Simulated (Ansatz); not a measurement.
**AlCl2H3O2: a nudged elastic band, and a look at its input**

Aim: a nudged elastic band from the structure below. Read the input with care, then see what the program makes of it. The step meant is a four-centre ligand exchange at charge 0 and multiplicity 1, which changes Al1–O6, H2–H5, Al1–H2, H5–O6.

Program: Ansatz 0.2.0, Gaussian basis. Level of theory: PBE0-D4/def2-SVP. These are calculated values, not measurements.

1 further run of the same task is left out (it didn't finish).

## (1) The structure

```
Al   -0.7147   -0.8014    0.2090
H    -2.0548   -0.4963    0.9554
Cl   -0.7179   -1.7986   -1.6598
Cl    1.0207   -1.1613    1.4186
H     0.4297    0.7398   -1.3971
O    -0.0436    0.8901   -0.5624
O     0.8406    1.6633    0.2352
H     1.2399    0.9643    0.8011
```

## (2) The run

The input, run/in.yaml:

```yaml
crystal:
  periodic: [false, false, false]
  atoms:
    - {symbol: Al, position_ang: [-0.714708, -0.801448, 0.208987]}
    - {symbol: H, position_ang: [-2.054794, -0.496268, 0.955365]}
    - {symbol: Cl, position_ang: [-0.717907, -1.798604, -1.659783]}
    - {symbol: Cl, position_ang: [1.020697, -1.161294, 1.418621]}
    - {symbol: H, position_ang: [0.429732, 0.739823, -1.397140]}
    - {symbol: O, position_ang: [-0.043578, 0.890067, -0.562423]}
    - {symbol: O, position_ang: [0.840553, 1.663338, 0.235231]}
    - {symbol: H, position_ang: [1.239906, 0.964285, 0.801143]}
basis:
  gaussian: {orbitals: def2-SVP}
hamiltonian: {xc: pbe0, dispersion: d4}
neb:
  images: 5
  climbing: true
  max_iterations: 30
  initial_path: idpp
  climb: true
  final_atoms:
    - {symbol: Al, position_ang: [0.626720, -0.730545, 0.392567]}
    - {symbol: H, position_ang: [-2.239758, 0.699180, -0.082318]}
    - {symbol: Cl, position_ang: [0.261693, -1.797904, -1.360769]}
    - {symbol: Cl, position_ang: [-0.324633, -1.261454, 2.156290]}
    - {symbol: H, position_ang: [-2.192689, 0.276929, -0.697347]}
    - {symbol: O, position_ang: [2.033178, 0.324208, 0.420376]}
    - {symbol: O, position_ang: [0.830038, 1.126960, 0.047128]}
    - {symbol: H, position_ang: [1.005351, 1.362526, -0.875927]}
```

On the command line:

```sh
> ansatz run in.yaml --threads 4 --pin off --events-out ev --progress --plain --max-ram 9574MiB
```

Q: Predict the outcome of this session. Wanted: outcome.

**Answer**, as computed:

```
   quantity         value
    outcome       refused
      fault  misspelt key
steps taken             0
```

In words: The program refused the input before any work. The block holds a key that the program does not know. The cure: remove the key or spell it as the program does.
